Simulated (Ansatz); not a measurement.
# BH5NSb: small, medium and large basis sets

One table from this session's results is given with a row withheld; the runs are named, their logs left out.

The runs use Ansatz 0.2.0, Gaussian basis; one geometry, several basis sets.

Levels to be run: PBE0-D4/def2-SVP; ωB97M-V/def2-SVP; PBE0-D4/def2-QZVPP; ωB97M-V/def2-QZVPP; the functionals' def2-TZVPP values are taken from earlier runs.

**The geometry**

All runs share one geometry, relaxed beforehand with PBE0-D4 in a triple-zeta def2 set. Sb takes the def2 core potential; no spin-orbit term is included.

SMILES `N[BH][SbH2]`, 8 atoms, charge 0, spin multiplicity 1.

Atoms are counted from 1 here; the program's logs count them from 0.

Bond lengths: N1–B2 1.383 Å, N1–H4 1.006 Å, N1–H5 1.008 Å, B2–Sb3 2.249 Å, B2–H6 1.197 Å, Sb3–H7 1.707 Å, Sb3–H8 1.712 Å. Angles: B2–N1–H4 123.8°, B2–N1–H5 122.7°, H4–N1–H5 113.5°, N1–B2–Sb3 122.0°, N1–B2–H6 118.7°, Sb3–B2–H6 119.2°, B2–Sb3–H7 92.3°, B2–Sb3–H8 94.2°, H7–Sb3–H8 92.3°.

The first run:

File in.yaml:

```yaml
crystal:
  periodic: [false, false, false]
  atoms:
    - {symbol: N, position_ang: [-0.907356, 0.818364, -0.606721]}
    - {symbol: B, position_ang: [0.383267, 0.615001, -0.152749]}
    - {symbol: Sb, position_ang: [1.242751, -1.446801, 0.112156]}
    - {symbol: H, position_ang: [-1.563945, 0.075113, -0.777440]}
    - {symbol: H, position_ang: [-1.287072, 1.736472, -0.774690]}
    - {symbol: H, position_ang: [1.081915, 1.567800, 0.041318]}
    - {symbol: H, position_ang: [1.427459, -1.227286, 1.794817]}
    - {symbol: H, position_ang: [-0.284820, -2.195562, 0.307506]}
basis:
  gaussian: {orbitals: def2-SVP}
hamiltonian: {xc: pbe0, dispersion: d4}
output: {orbitals: {seedname: orbitals}}
```

On the command line:

```
$ ansatz run in.yaml --threads 2 --pin off --events-out ev --progress --plain --max-ram 4352MiB
```

Steps of the session up to this table: PBE0-D4 in def2-SVP; ωB97M-V in def2-SVP; PBE0-D4 in def2-QZVPP; ωB97M-V in def2-QZVPP.

One table of the session follows, with a row left open; its other results are not shown here.

It belongs to the step «Density functionals: the series». 

```
functional       basis  HOMO (eV)  LUMO (eV)
   PBE0-D4    def2-SVP      -6.57      -0.11
   PBE0-D4  def2-TZVPP          ?          ?
   PBE0-D4  def2-QZVPP      -6.71      -0.44
   ωB97M-V    def2-SVP      -8.59       1.90
   ωB97M-V  def2-TZVPP      -8.74       1.48
   ωB97M-V  def2-QZVPP      -8.76       1.25
```

**Question.** Estimate the row for PBE0-D4, def2-TZVPP.

The run gave: HOMO (eV): -6.69; LUMO (eV): -0.37. In the column «HOMO (eV)» it lies between PBE0-D4, def2-QZVPP (-6.71) and PBE0-D4, def2-SVP (-6.57).
